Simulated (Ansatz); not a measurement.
**BFH₄OSSi: up Jacob's ladder to CCSD(T)**

An exercise on one series of results from a longer session: the logs are not shown, and one member is left open.

Program: Ansatz 0.2.0, Gaussian basis. Level of theory: functionals in def2-TZVPP, the program's frozen cores in correlated methods. These are calculated values, not measurements.

Plan: PBE-D4, r2SCAN-D4, PBE0-D4, B3LYP-D4, ωB97X-V, ωB97M-V, B2PLYP; CCSD(T)/def2-TZVPP; MP2/def2-QZVPP; extrapolation to the limit.

## The geometry

All runs share one geometry, relaxed beforehand with PBE0-D4 in a triple-zeta def2 set.

9 atoms, charge 0, spin multiplicity 1.

Atoms are counted from 1 here; the program's logs count them from 0.

Bond lengths: O1–Si2 1.639 Å, O1–H6 0.959 Å, Si2–S3 2.149 Å, Si2–H7 1.476 Å, Si2–H8 1.483 Å, S3–B4 1.803 Å, B4–F5 1.321 Å, B4–H9 1.196 Å. Angles: Si2–O1–H6 118.2°, O1–Si2–S3 112.7°, O1–Si2–H7 105.5°, O1–Si2–H8 112.2°, S3–Si2–H7 110.5°, S3–Si2–H8 103.8°, H7–Si2–H8 112.2°, Si2–S3–B4 97.7°, S3–B4–F5 118.2°, S3–B4–H9 122.9°, F5–B4–H9 118.8°.

The first run:

The input, in.yaml:

```yaml
crystal:
  periodic: [false, false, false]
  atoms:
    - {symbol: O, position_ang: [1.221321, -0.558722, -1.393005]}
    - {symbol: Si, position_ang: [0.526018, -1.046388, 0.008270]}
    - {symbol: S, position_ang: [-1.447119, -0.239631, 0.281388]}
    - {symbol: B, position_ang: [-0.966797, 1.461573, 0.634440]}
    - {symbol: F, position_ang: [-1.921731, 2.353453, 0.826707]}
    - {symbol: H, position_ang: [0.758378, -0.733904, -2.213938]}
    - {symbol: H, position_ang: [1.428354, -0.581147, 1.079557]}
    - {symbol: H, position_ang: [0.316524, -2.514348, 0.049294]}
    - {symbol: H, position_ang: [0.173450, 1.812815, 0.710286]}
basis:
  gaussian: {orbitals: def2-TZVPP}
hamiltonian: {xc: pbe, dispersion: d4}
output: {forces: true, orbitals: {seedname: orbitals}}
```

Command:

```console
ansatz run in.yaml --threads 4 --pin off --events-out ev --progress --plain --max-ram 10444MiB
```

Among the steps run: PBE-D4 (GGA); r2SCAN-D4 (meta-GGA); PBE0-D4 (hybrid); B3LYP-D4 (hybrid); ωB97X-V (range-separated); ωB97M-V (range-separated); B2PLYP (double hybrid); CCSD(T) in def2-TZVPP; MP2 in def2-QZVPP.

One table of the session follows, with a row left open; its other results are not shown here.

```
            method  atomisation energy (eV)
            PBE-D4                   35.019
         r2SCAN-D4                   34.798
           PBE0-D4                   34.372
          B3LYP-D4                   34.430
           ωB97X-V                   34.729
           ωB97M-V                   34.765
            B2PLYP                   34.174
     HF/def2-TZVPP                   25.633
    MP2/def2-TZVPP                        ?
   CCSD/def2-TZVPP                   33.075
CCSD(T)/def2-TZVPP                   33.610
           MP2/CBS                   35.531
       CCSD(T)/CBS                   34.608
```

**Question.** Estimate the row for MP2/def2-TZVPP.

The run gave: atomisation energy (eV): 34.533. In the column «atomisation energy (eV)» it lies between B3LYP-D4 (34.430) and CCSD(T)/CBS (34.608).

Limits of these values: Free atoms (1 O, 1 Si, 1 S, 1 B, 1 F, 4 H) were run apart at each level; the atomisation energy is their sum less the molecule, without zero-point or spin-orbit terms.
